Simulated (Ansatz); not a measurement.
Working through a ladder of methods at one geometry of C2H6BN, SMILES BC=CN

Program: Ansatz's Python interface.

Notebook, run cell by cell (the value of a cell's last expression is shown):

```python
from pathlib import Path

import ansatz as az
import numpy as np
```

```python
GEOMETRY = '''
B    -1.60260    0.87910   -0.44340
C    -0.14920    0.51450   -0.33680
C     0.19780   -0.56490    0.32950
N     1.68340   -0.91320    0.43910
H    -1.94970    1.88320   -1.08210
H    -2.49460    0.29000    0.05710
H     0.62070    1.14350   -0.81820
H    -0.46870   -1.17630    0.82470
H     2.35850   -0.33240    0.03080
H     1.88760   -1.77460    1.00220
'''
```

```python
geometry = az.Crystal.molecule()
for line in GEOMETRY.strip().splitlines():
    symbol, *xyz = line.split()
    geometry = geometry.atom(symbol, [float(v) for v in xyz])
```

```python
calc = geometry.calculation().basis(gaussian='def2-SVP')
```

```python
print('functional    E (Ha)        dipole (D)   HOMO (eV)  LUMO (eV)')
for name in ['r2scan', 'cam_b3lyp', 'pbe', 'blyp', 'lc_wpbe', 'b3lyp']:
    report = calc.functional(name).forces().orbitals().run(threads=1, pin='off', runs_dir='runs').report
    lines = Path(report['orbitals_path']).read_text().splitlines()
    field_of = lambda key: [line.split('=')[1].strip() for line in lines if line.startswith(key)]
    orbitals = [(27.211386 * float(e), s, float(n)) for e, s, n in zip(field_of('Ene='), field_of('Spin='), field_of('Occup='))]
    homo = max(e for e, _, n in orbitals if n > 0.5)
    lumo = min(e for e, _, n in orbitals if n < 0.5)
    dipole = 4.803205 * np.linalg.norm(report['charge_distribution']['dipole_moment_e_ang'])
    print(f'{name:10s} {report["free_energy_ev"] / 27.211386246:14.6f} {dipole:9.3f} {homo:11.3f} {lumo:10.3f}')
```

    functional    E (Ha)        dipole (D)   HOMO (eV)  LUMO (eV)
    r2scan        -159.145295     3.766      -5.806     -1.879
    cam_b3lyp     -159.153060     3.379      -7.916     -0.068
    pbe           -159.027331     3.965      -5.582     -2.076
    blyp          -159.170366     3.923      -5.376     -1.875
    lc_wpbe       -159.135780     3.183      -9.263      0.983
    b3lyp         -159.257829     3.607      -6.441     -1.357

Reading the output:
- Total energies depend on the basis set; only differences at equal settings carry meaning.
- The geometry is a force-field or estimated start, not a minimum of this method, and the basis set is short of its limit. A lower total doesn't mark the better method: functionals have no common bound, and MP2 and coupled cluster aren't variational.
- b3lyp holds the VWN-RPA fit, as in Gaussian; the form of ORCA and Turbomole is b3lyp5.
- Levels such as HOMO and LUMO are orbital energies: with these approximate functionals they aren't the ionisation energy and electron affinity, and their gap isn't the fundamental gap.
- Run time: 17 s on 1 thread of Arm Neoverse V1, on a shared host, peak memory 0.23 GiB.
